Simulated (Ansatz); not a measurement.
# ClFHSn+: an energy map over bond length F1–Sn2 and bond length Sn2–H4

A grid of calculations on ClFHSn, SMILES [F][SnH+][Cl], charge +1, to see where the energy is lowest and how it rises around there.

Computed with Ansatz 0.2.0. Level: RHF/def2-TZVP.

## Step 1: The starting structure

SMILES `[F][SnH+][Cl]`, 4 atoms, charge 1, spin multiplicity 1.

Atoms are counted from 1 here; the program's logs count them from 0.

Bond lengths: F1–Sn2 1.912 Å, Sn2–Cl3 2.276 Å, Sn2–H4 1.712 Å. Angles: F1–Sn2–Cl3 111.8°, F1–Sn2–H4 118.0°, Cl3–Sn2–H4 130.2°.

Coordinates:

```xyz
4
charge 1, multiplicity 1
F    -1.8102   -0.0102    0.3936
Sn    0.0349    0.1345   -0.0874
Cl    1.2534   -1.6216    0.6953
H     0.5219    1.4973   -1.0014
```

## Step 2: Relaxing the molecule

input.yaml

```yaml
crystal:
  periodic: [false, false, false]
  atoms:
    - { symbol: F, position_ang: [-1.810224, -0.010208, 0.393555] }
    - { symbol: Sn, position_ang: [0.034892, 0.134456, -0.087363] }
    - { symbol: Cl, position_ang: [1.253393, -1.621575, 0.695253] }
    - { symbol: H, position_ang: [0.521949, 1.497327, -1.001445] }
total_charge: 1
basis:
  gaussian: { orbitals: def2-TZVP }
hamiltonian:
  xc: hf
output:
  forces: true
relax:
  f_tol: 0.003
  max_steps: 120
```

Run with:

```bash
$ ansatz run input.yaml --threads 1 --pin off --max-ram 2560MiB --backend cpu --events-out ev --progress --plain --runs-dir out
```

The log of the run:

```text
Warning: RAYON_NUM_THREADS=1 ignored (pool sized by the plan → 1); use --threads N
The last accepted step is kept in <dir> (removed where the run ends without a failure and the disk answers)
Engine: ansatz 0.2.0, aarch64-unknown-linux-gnu
Functional definition: HF
  exchange = exact_x
  correlation = 0
1091 factors; their error is unknown
mean field evaluation 1: about -21018.3610 eV, gradient 6.1e1 eV
mean field evaluation 2: about -21020.9288 eV, gradient 5.5e1 eV
mean field evaluation 4: about -21025.1851 eV, gradient 1.7e0 eV
mean field evaluation 8: about -21025.1950 eV, gradient 6.0e-2 eV
mean field evaluation 16: about -21018.8716 eV, gradient 6.1e1 eV
mean field -21025.69197594 eV, -772.6799283900 hartree, gradient 1.5e-5 eV, S^2 0.000000; 0 other end points of the search recorded, 0 dependent functions left out
the calculation of the forces begins
reference -21025.69197594 eV, -772.6799283900 hartree; 24, 24 occupied and 100, 100 virtual orbitals, 1091 factors
relax step   1: F+E_penalty+E_count = -21025.69197594 eV  Δ(F+E_penalty+E_count) = +0.000e0 eV  max|allowed force component| = 2.352e0 eV/Å  Δτ_max = 0.0000 Å  (34 SCF iters, accepted)
these checks for a lower state are left out or cut short: starts, cluster_reference, orbital_swaps, neighbouring_geometries, increment
1091 factors; their error is unknown
mean field -21025.84093572 eV, -772.6854025610 hartree, gradient 1.9e-5 eV, S^2 0.000000; 0 other end points of the search recorded, 0 dependent functions left out
the calculation of the forces begins
reference -21025.84093572 eV, -772.6854025610 hartree; 24, 24 occupied and 100, 100 virtual orbitals, 1091 factors
relax step   2: F+E_penalty+E_count = -21025.84093572 eV  Δ(F+E_penalty+E_count) = -1.490e-1 eV  max|allowed force component| = 5.138e-1 eV/Å  Δτ_max = 0.0905 Å  (40 SCF iters, accepted)
these checks for a lower state are left out or cut short: starts, cluster_reference, orbital_swaps, neighbouring_geometries, increment
1091 factors; their error is unknown
mean field evaluation 32: about -21025.8593 eV, gradient 2.1e-5 eV
mean field -21025.85930225 eV, -772.6860775182 hartree, gradient 2.1e-5 eV, S^2 0.000000; 0 other end points of the search recorded, 0 dependent functions left out
the calculation of the forces begins
reference -21025.85930225 eV, -772.6860775182 hartree; 24, 24 occupied and 100, 100 virtual orbitals, 1091 factors
relax step   3: F+E_penalty+E_count = -21025.85930225 eV  Δ(F+E_penalty+E_count) = -1.837e-2 eV  max|allowed force component| = 6.227e-2 eV/Å  Δτ_max = 0.0286 Å  (32 SCF iters, accepted)
these checks for a lower state are left out or cut short: starts, cluster_reference, orbital_swaps, neighbouring_geometries, increment
1091 factors; their error is unknown
mean field -21025.85942550 eV, -772.6860820479 hartree, gradient 2.0e-5 eV, S^2 0.000000; 0 other end points of the search recorded, 0 dependent functions left out
the calculation of the forces begins
reference -21025.85942550 eV, -772.6860820479 hartree; 24, 24 occupied and 100, 100 virtual orbitals, 1091 factors
relax step   4: F+E_penalty+E_count = -21025.85942550 eV  Δ(F+E_penalty+E_count) = -1.233e-4 eV  max|allowed force component| = 1.011e-2 eV/Å  Δτ_max = 0.0048 Å  (33 SCF iters, accepted)
these checks for a lower state are left out or cut short: starts, cluster_reference, orbital_swaps, neighbouring_geometries, increment
1091 factors; their error is unknown
mean field -21025.85942860 eV, -772.6860821616 hartree, gradient 2.0e-5 eV, S^2 0.000000; 0 other end points of the search recorded, 0 dependent functions left out
the calculation of the forces begins
reference -21025.85942860 eV, -772.6860821616 hartree; 24, 24 occupied and 100, 100 virtual orbitals, 1091 factors
relax step   5: F+E_penalty+E_count = -21025.85942860 eV  Δ(F+E_penalty+E_count) = -3.094e-6 eV  max|allowed force component| = 4.705e-4 eV/Å  Δτ_max = 0.0008 Å  (33 SCF iters, accepted)
1091 factors; their error is unknown
mean field evaluation 64: about -21025.8594 eV, gradient 2.5e-5 eV
mean field -21025.85942860 eV, -772.6860821616 hartree, gradient 2.0e-5 eV, S^2 0.000000; 1 other end points of the search recorded, 0 dependent functions left out
the calculation of the forces begins
reference -21025.85942860 eV, -772.6860821616 hartree; 24, 24 occupied and 100, 100 virtual orbitals, 1091 factors
Total energy: -21025.85942860 eV, -772.6860821616 hartree
Atom 0 at    -1.736031    -0.009622     0.377325 Å, force    -0.000034    -0.000470     0.000287 eV/Å
Atom 1 at     0.031153     0.129135    -0.083401 Å, force     0.000307     0.000253    -0.000216 eV/Å
Atom 2 at     1.208992    -1.579329     0.679654 Å, force    -0.000462     0.000157     0.000005 eV/Å
Atom 3 at     0.495895     1.459815    -0.973578 Å, force     0.000189     0.000061    -0.000077 eV/Å
Dipole moment:     0.451043     0.506763    -0.397670 e Å
```

Wall time 11 s (1 thread of Arm Neoverse V2, shared host); peak memory 0.23 GiB.

Step by step:

| step | energy from step 1 (eV) | largest force component (eV/Å) |
| --- | --- | --- |
| 1 | 0.0000 | 2.3522 |
| 2 | -0.1490 | 0.5138 |
| 3 | -0.1673 | 0.0623 |
| 4 | -0.1675 | 0.0101 |
| 5 | -0.1675 | 0.0005 |

Close pairs (by a distance rule), those that changed most:

| bond | before (Å) | after (Å) | change (Å) |
| --- | --- | --- | --- |
| F1–Sn2 | 1.912 | 1.832 | -0.081 |
| Sn2–Cl3 | 2.276 | 2.211 | -0.065 |
| Sn2–H4 | 1.712 | 1.667 | -0.045 |

## Step 3: The grid

First coordinate, bond length F1–Sn2: 15 values from 1.612 to 2.289 Å. Second coordinate, bond length Sn2–H4: 15 values from 1.467 to 2.084 Å.

Nothing else is relaxed (all other coordinates rigid). Energies count from the relaxed molecule at the same level.

Of the runs on the grid, 3 are shown in the steps below; the others differ only in the two coordinates.

## Step 4: Grid point bond length F1–Sn2 = 2.289 Å, bond length Sn2–H4 = 1.555 Å

input.yaml

```yaml
crystal:
  periodic: [false, false, false]
  atoms:
    - { symbol: F, position_ang: [-1.736031, -0.009622, 0.377325] }
    - { symbol: Sn, position_ang: [0.472565, 0.163794, -0.198483] }
    - { symbol: Cl, position_ang: [1.650404, -1.54467, 0.564573] }
    - { symbol: H, position_ang: [0.906065, 1.405021, -1.028819] }
total_charge: 1
basis:
  gaussian: { orbitals: def2-TZVP }
hamiltonian:
  xc: hf
output:
  forces: true
```

Run with:

```bash
$ ansatz run input.yaml --threads 1 --pin off --max-ram 2560MiB --backend cpu --events-out ev --progress --plain --runs-dir out
```

The log of the run:

```text
Warning: RAYON_NUM_THREADS=1 ignored (pool sized by the plan → 1); use --threads N
[... 4 set-up lines as earlier in the session ...]
1091 factors; their error is unknown
mean field evaluation 1: about -21015.1189 eV, gradient 6.5e1 eV
mean field evaluation 2: about -21013.4821 eV, gradient 7.8e1 eV
mean field evaluation 4: about -21023.3144 eV, gradient 2.6e0 eV
mean field evaluation 8: about -21023.3419 eV, gradient 1.5e-1 eV
mean field evaluation 16: about -21015.6387 eV, gradient 6.5e1 eV
mean field -21023.84793333 eV, -772.6121610738 hartree, gradient 1.6e-5 eV, S^2 0.000000; 0 other end points of the search recorded, 0 dependent functions left out
the calculation of the forces begins
reference -21023.84793333 eV, -772.6121610738 hartree; 24, 24 occupied and 100, 100 virtual orbitals, 1091 factors
Total energy: -21023.84793333 eV, -772.6121610738 hartree
Atom 0 at    -1.736031    -0.009622     0.377325 Å, force     5.476318     0.454535    -1.442324 eV/Å
Atom 1 at     0.472565     0.163794    -0.198483 Å, force    -5.674241    -2.650285     2.789417 eV/Å
Atom 2 at     1.650404    -1.544670     0.564573 Å, force    -0.264637     0.172781    -0.046021 eV/Å
Atom 3 at     0.906065     1.405021    -1.028819 Å, force     0.462560     2.022968    -1.301072 eV/Å
Dipole moment:     0.926934     0.489803    -0.489459 e Å
```

It took 2.2 s on 1 thread of Arm Neoverse V2, shared host; peak memory 0.22 GiB.

That is 194 kJ/mol from the zero.

## Step 5: Point bond length F1–Sn2 = 1.805 Å, bond length Sn2–H4 = 1.555 Å

input.yaml

```yaml
crystal:
  periodic: [false, false, false]
  atoms:
    - { symbol: F, position_ang: [-1.736031, -0.009622, 0.377325] }
    - { symbol: Sn, position_ang: [0.005566, 0.127126, -0.07673] }
    - { symbol: Cl, position_ang: [1.183405, -1.581338, 0.686325] }
    - { symbol: H, position_ang: [0.439066, 1.368353, -0.907067] }
total_charge: 1
basis:
  gaussian: { orbitals: def2-TZVP }
hamiltonian:
  xc: hf
output:
  forces: true
```

Run with:

```bash
$ ansatz run input.yaml --threads 1 --pin off --max-ram 2560MiB --backend cpu --events-out ev --progress --plain --runs-dir out
```

The log of the run:

```text
Warning: RAYON_NUM_THREADS=1 ignored (pool sized by the plan → 1); use --threads N
[... 4 set-up lines as earlier in the session ...]
1091 factors; their error is unknown
mean field evaluation 1: about -21019.1834 eV, gradient 6.0e1 eV
mean field evaluation 2: about -21022.0104 eV, gradient 4.9e1 eV
mean field evaluation 4: about -21025.2244 eV, gradient 1.3e0 eV
mean field evaluation 8: about -21025.2295 eV, gradient 1.1e-1 eV
mean field evaluation 16: about -21019.6850 eV, gradient 6.0e1 eV
mean field -21025.72019800 eV, -772.6809655315 hartree, gradient 1.3e-5 eV, S^2 0.000000; 0 other end points of the search recorded, 0 dependent functions left out
the calculation of the forces begins
reference -21025.72019800 eV, -772.6809655315 hartree; 24, 24 occupied and 100, 100 virtual orbitals, 1091 factors
Total energy: -21025.72019800 eV, -772.6809655315 hartree
Atom 0 at    -1.736031    -0.009622     0.377325 Å, force    -1.006317    -0.107673     0.279388 eV/Å
Atom 1 at     0.005566     0.127126    -0.076730 Å, force     0.321925    -1.808764     1.005867 eV/Å
Atom 2 at     1.183405    -1.581338     0.686325 Å, force    -0.008172    -0.009531     0.007413 eV/Å
Atom 3 at     0.439066     1.368353    -0.907067 Å, force     0.692565     1.925968    -1.292668 eV/Å
Dipole moment:     0.418862     0.502247    -0.388098 e Å
```

Wall time 2.2 s (1 thread of Arm Neoverse V2, shared host); peak memory 0.22 GiB.

On the map this point reads 13 kJ/mol.

## Step 6: Point bond length F1–Sn2 = 1.854 Å, bond length Sn2–H4 = 1.687 Å

input.yaml

```yaml
crystal:
  periodic: [false, false, false]
  atoms:
    - { symbol: F, position_ang: [-1.736031, -0.009622, 0.377325] }
    - { symbol: Sn, position_ang: [0.052845, 0.130839, -0.089056] }
    - { symbol: Cl, position_ang: [1.230684, -1.577625, 0.673999] }
    - { symbol: H, position_ang: [0.523144, 1.47743, -0.989878] }
total_charge: 1
basis:
  gaussian: { orbitals: def2-TZVP }
hamiltonian:
  xc: hf
output:
  forces: true
```

Run with:

```bash
$ ansatz run input.yaml --threads 1 --pin off --max-ram 2560MiB --backend cpu --events-out ev --progress --plain --runs-dir out
```

The log of the run:

```text
Warning: RAYON_NUM_THREADS=1 ignored (pool sized by the plan → 1); use --threads N
[... 4 set-up lines as earlier in the session ...]
1091 factors; their error is unknown
mean field evaluation 1: about -21018.9981 eV, gradient 6.0e1 eV
mean field evaluation 2: about -21021.7144 eV, gradient 5.1e1 eV
mean field evaluation 4: about -21025.3479 eV, gradient 1.4e0 eV
mean field evaluation 8: about -21025.3548 eV, gradient 4.8e-2 eV
mean field evaluation 16: about -21019.5033 eV, gradient 6.0e1 eV
mean field -21025.84725554 eV, -772.6856348100 hartree, gradient 1.4e-5 eV, S^2 0.000000; 0 other end points of the search recorded, 0 dependent functions left out
the calculation of the forces begins
reference -21025.84725554 eV, -772.6856348100 hartree; 24, 24 occupied and 100, 100 virtual orbitals, 1091 factors
Total energy: -21025.84725554 eV, -772.6856348100 hartree
Atom 0 at    -1.736031    -0.009622     0.377325 Å, force     0.743938     0.064169    -0.197374 eV/Å
Atom 1 at     0.052845     0.130839    -0.089056 Å, force    -0.628387     0.183532     0.025454 eV/Å
Atom 2 at     1.230684    -1.577625     0.673999 Å, force    -0.011820     0.010321    -0.003602 eV/Å
Atom 3 at     0.523144     1.477430    -0.989878 Å, force    -0.103731    -0.258022     0.175522 eV/Å
Dipole moment:     0.476870     0.507785    -0.403805 e Å
```

It took 2.1 s on 1 thread of Arm Neoverse V2, shared host; peak memory 0.22 GiB.

On the map this point reads 1.2 kJ/mol.

## Step 7: The map

225 points were computed. Energies in kJ/mol, from the relaxed molecule at the same level:

| bond length Sn2–H4 (Å) ↓, bond length F1–Sn2 (Å) → | 1.612 | 1.660 | 1.709 | 1.757 | 1.805 | 1.854 | 1.902 | 1.951 | 1.999 | 2.047 | 2.096 | 2.144 | 2.193 | 2.241 | 2.289 |
| --- | --- | --- | --- | --- | --- | --- | --- | --- | --- | --- | --- | --- | --- | --- | --- |
| 2.084 | 213 | 157 | 119 | 97 | 87 | 87 | 93 | 106 | 122 | 142 | 164 | 188 | 213 | 238 | 264 |
| 2.040 | 199 | 143 | 105 | 83 | 74 | 73 | 80 | 92 | 109 | 129 | 151 | 175 | 200 | 225 | 251 |
| 1.996 | 186 | 130 | 92 | 70 | 61 | 60 | 67 | 79 | 96 | 116 | 138 | 162 | 187 | 212 | 238 |
| 1.952 | 174 | 117 | 80 | 58 | 48 | 48 | 54 | 67 | 84 | 103 | 126 | 150 | 175 | 200 | 226 |
| 1.908 | 162 | 106 | 68 | 46 | 37 | 36 | 43 | 56 | 72 | 92 | 115 | 138 | 164 | 189 | 215 |
| 1.864 | 152 | 95 | 58 | 36 | 26 | 26 | 33 | 45 | 62 | 82 | 104 | 128 | 154 | 179 | 205 |
| 1.819 | 143 | 86 | 48 | 27 | 17 | 17 | 23 | 36 | 53 | 73 | 95 | 119 | 145 | 170 | 196 |
| 1.775 | 135 | 79 | 41 | 19 | 10 | 9 | 16 | 29 | 46 | 65 | 88 | 112 | 138 | 163 | 189 |
| 1.731 | 130 | 74 | 36 | 14 | 4 | 4 | 11 | 24 | 40 | 60 | 83 | 107 | 133 | 158 | 184 |
| 1.687 | 128 | 71 | 33 | 11 | 2 | 1 | 8 | 21 | 38 | 58 | 80 | 104 | 130 | 156 | 182 |
| 1.643 | 128 | 71 | 33 | 12 | 2 | 1 | 8 | 21 | 38 | 58 | 81 | 105 | 130 | 156 | 182 |
| 1.599 | 132 | 75 | 37 | 15 | 6 | 5 | 12 | 25 | 41 | 61 | 84 | 108 | 134 | 160 | 186 |
| 1.555 | 140 | 83 | 45 | 23 | 13 | 13 | 20 | 33 | 49 | 69 | 92 | 116 | 142 | 168 | 194 |
| 1.511 | 153 | 96 | 58 | 36 | 26 | 26 | 33 | 45 | 62 | 82 | 105 | 129 | 155 | 181 | 207 |
| 1.467 | 172 | 115 | 77 | 55 | 45 | 45 | 51 | 64 | 81 | 101 | 124 | 148 | 174 | 200 | 226 |

The largest force on an atom (eV/Å) at each point:

| bond length Sn2–H4 (Å) ↓, bond length F1–Sn2 (Å) → | 1.612 | 1.660 | 1.709 | 1.757 | 1.805 | 1.854 | 1.902 | 1.951 | 1.999 | 2.047 | 2.096 | 2.144 | 2.193 | 2.241 | 2.289 |
| --- | --- | --- | --- | --- | --- | --- | --- | --- | --- | --- | --- | --- | --- | --- | --- |
| 2.084 | 16.1 | 11.6 | 8.1 | 5.6 | 3.9 | 3.3 | 3.3 | 3.3 | 3.9 | 4.5 | 4.9 | 5.2 | 5.4 | 5.5 | 5.5 |
| 2.040 | 16.0 | 11.5 | 8.0 | 5.5 | 3.8 | 3.2 | 3.1 | 3.2 | 3.9 | 4.5 | 4.9 | 5.2 | 5.4 | 5.5 | 5.6 |
| 1.996 | 16.0 | 11.4 | 7.9 | 5.3 | 3.6 | 3.0 | 3.0 | 3.2 | 3.9 | 4.5 | 5.0 | 5.2 | 5.4 | 5.5 | 5.6 |
| 1.952 | 15.8 | 11.3 | 7.8 | 5.2 | 3.4 | 2.8 | 2.8 | 3.2 | 4.0 | 4.5 | 5.0 | 5.3 | 5.4 | 5.6 | 5.6 |
| 1.908 | 15.7 | 11.2 | 7.6 | 5.0 | 3.2 | 2.6 | 2.6 | 3.2 | 4.0 | 4.6 | 5.0 | 5.3 | 5.5 | 5.6 | 5.6 |
| 1.864 | 15.5 | 11.0 | 7.4 | 4.7 | 2.9 | 2.3 | 2.3 | 3.2 | 4.0 | 4.6 | 5.0 | 5.3 | 5.5 | 5.6 | 5.6 |
| 1.819 | 15.3 | 10.8 | 7.1 | 4.5 | 2.6 | 1.9 | 2.1 | 3.2 | 4.0 | 4.6 | 5.0 | 5.3 | 5.5 | 5.6 | 5.6 |
| 1.775 | 15.1 | 10.5 | 6.9 | 4.1 | 2.1 | 1.5 | 2.1 | 3.2 | 4.0 | 4.6 | 5.0 | 5.3 | 5.5 | 5.6 | 5.6 |
| 1.731 | 14.8 | 10.2 | 6.5 | 3.8 | 1.7 | 1.0 | 2.1 | 3.2 | 4.0 | 4.6 | 5.0 | 5.3 | 5.5 | 5.6 | 5.6 |
| 1.687 | 14.7 | 10.0 | 6.2 | 3.4 | 1.2 | 0.8 | 2.1 | 3.2 | 4.0 | 4.6 | 5.0 | 5.3 | 5.5 | 5.6 | 5.7 |
| 1.643 | 14.7 | 10.0 | 6.2 | 3.3 | 1.0 | 1.0 | 2.3 | 3.3 | 4.1 | 4.6 | 5.0 | 5.3 | 5.5 | 5.6 | 5.7 |
| 1.599 | 14.7 | 10.0 | 6.2 | 3.3 | 1.3 | 1.8 | 2.9 | 3.9 | 4.6 | 5.2 | 5.6 | 5.8 | 6.0 | 6.1 | 6.1 |
| 1.555 | 14.7 | 10.0 | 6.2 | 3.3 | 2.4 | 2.8 | 3.8 | 4.7 | 5.4 | 5.9 | 6.3 | 6.6 | 6.7 | 6.8 | 6.9 |
| 1.511 | 14.7 | 10.0 | 6.3 | 3.7 | 3.7 | 4.1 | 5.0 | 5.8 | 6.5 | 7.0 | 7.3 | 7.6 | 7.7 | 7.8 | 7.8 |
| 1.467 | 14.8 | 10.1 | 6.3 | 5.2 | 5.2 | 5.5 | 6.4 | 7.2 | 7.8 | 8.3 | 8.6 | 8.8 | 9.0 | 9.1 | 9.1 |

## Step 8: Results

| quantity | value |
| --- | --- |
| lowest point | bond length F1–Sn2 = 1.854 Å, bond length Sn2–H4 = 1.687 Å, 1.2 kJ/mol |
| highest computed point | bond length F1–Sn2 = 2.289 Å, bond length Sn2–H4 = 2.084 Å, 263 kJ/mol above the lowest |
| largest force on an atom (eV/Å) | 0.8 at bond length F1–Sn2 = 1.854 Å, bond length Sn2–H4 = 1.687 Å to 16.1 at bond length F1–Sn2 = 1.612 Å, bond length Sn2–H4 = 2.084 Å; 0.8 at the lowest point |
| time for the whole task | 8.3 min on 1 thread, shared host |

What this shows: The lowest computed point is at bond length F1–Sn2 = 1.854 Å, bond length Sn2–H4 = 1.687 Å, 1.2 kJ/mol from the relaxed molecule at the same level. No other kind of well shows on this grid. The highest computed point, bond length F1–Sn2 = 2.289 Å, bond length Sn2–H4 = 2.084 Å, lies 263 kJ/mol above the lowest. Round the minimum the two coordinates are nearly uncoupled.
